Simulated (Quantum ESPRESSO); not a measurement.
LiY3:

```xyz
4
Lattice="0.0000 3.8999 3.8999 3.8999 0.0000 3.8999 3.8999 3.8999 0.0000" Properties=species:S:1:pos:R:3 pbc="T T T"
Y     3.8999    3.8999    3.8999
Y     5.8498    5.8498    5.8498
Y     1.9499    1.9499    1.9499
Li    0.0000    0.0000    0.0000
```

The cell comes from a database or a generator and needn't be the stable form of this composition.

| Item | Value |
| --- | --- |
| Program | Quantum ESPRESSO 7.5 |
| Task | single point |
| Functional | PBE |
| Potentials or basis | SSSP 1.3 efficiency PBE |
| Cutoff | 748 eV |
| Density cutoff | 5987 eV |
| k mesh | 6 × 6 × 6 |
| Occupations | fermi-dirac, width 0.05 eV |
| Spin | no spin polarisation |

On this cell: pressure 0.0 GPa; largest force zero by symmetry; band gap on the k mesh none (metal or under the smearing width).

The same run follows on a disturbed copy (atoms moved at random, drawn with an rms of 0.05 Å):

```
Y Li
1.0
     0.00000    3.89985    3.89985
     3.89985    0.00000    3.89985
     3.89985    3.89985    0.00000
Y Li
3 1
Direct
  0.49721 0.50498 0.49639
  0.75451 0.75445 0.74265
  0.24629 0.24196 0.25742
  0.00572 0.99964 0.98730
```

Q: What does the disturbed cell give?

A: The energy (extrapolated to zero smearing) moves by +2.9 meV/atom; pressure 0.0 GPa; largest force 0.234 eV/Å; band gap on the k mesh none (metal or under the smearing width).

Forces in eV/Å, atoms in the order of the input:
```
Y   -0.037  0.095 -0.052
Y   -0.002 -0.028 -0.097
Y   -0.034 -0.123  0.196
Li   0.072  0.057 -0.047
```

Stress tensor (GPa, compression positive):
```
 0.02 -0.22  0.06
-0.22  0.01  0.00
 0.06  0.00  0.06
```
